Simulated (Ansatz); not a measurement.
**ClHIIn: small, medium and large basis sets**

One table from this session's results is given with a row withheld; the runs are named, their logs left out.

The runs use Ansatz 0.2.0, Gaussian basis; one geometry, several basis sets.

Plan: PBE0-D4/def2-SVP; ωB97M-V/def2-SVP; PBE0-D4/def2-QZVPP; ωB97M-V/def2-QZVPP; the functionals' def2-TZVPP values are taken from earlier runs.

## Structure used throughout

All runs share one geometry, relaxed beforehand with PBE0-D4 in a triple-zeta def2 set. In, I take the def2 core potential; no spin-orbit term is included.

SMILES `[Cl][InH][I]`, 4 atoms, charge 0, spin multiplicity 1.

Atoms are counted from 1 here; the program's logs count them from 0.

Bond lengths: Cl1–In2 2.321 Å, In2–I3 2.638 Å, In2–H4 1.700 Å. Angles: Cl1–In2–I3 113.2°, Cl1–In2–H4 120.9°, I3–In2–H4 125.9°.

The first run:

Input file in.yaml:

```yaml
crystal:
  periodic: [false, false, false]
  atoms:
    - {symbol: Cl, position_ang: [-1.969347, 0.329473, -0.969588]}
    - {symbol: In, position_ang: [0.115576, 0.221354, 0.043465]}
    - {symbol: I, position_ang: [0.946004, -2.248919, 0.455516]}
    - {symbol: H, position_ang: [0.963268, 1.637891, 0.450208]}
basis:
  gaussian: {orbitals: def2-SVP}
hamiltonian: {xc: pbe0, dispersion: d4}
output: {orbitals: {seedname: orbitals}}
```

The run is started by

```sh
$ ansatz run in.yaml --threads 2 --pin off --events-out ev --progress --plain --max-ram 32768MiB --backend cpu
```

Among the steps run: PBE0-D4 in def2-SVP; ωB97M-V in def2-SVP; PBE0-D4 in def2-QZVPP; ωB97M-V in def2-QZVPP.

One table of the session follows, with a row left open; its other results are not shown here.

It belongs to the step «Functionals by basis». 

| functional | basis | HOMO (eV) | LUMO (eV) |
| --- | --- | --- | --- |
| PBE0-D4 | def2-SVP | -7.77 | -1.95 |
| PBE0-D4 | def2-TZVPP | -7.84 | -2.04 |
| PBE0-D4 | def2-QZVPP | -7.86 | -2.06 |
| ωB97M-V | def2-SVP | ? | ? |
| ωB97M-V | def2-TZVPP | -9.96 | -0.47 |
| ωB97M-V | def2-QZVPP | -9.97 | -0.52 |

Q: Estimate the row for ωB97M-V, def2-SVP from the others.

The run gave: HOMO (eV): -9.84; LUMO (eV): -0.32. In the column «HOMO (eV)» it lies between ωB97M-V, def2-TZVPP (-9.96) and PBE0-D4, def2-QZVPP (-7.86).
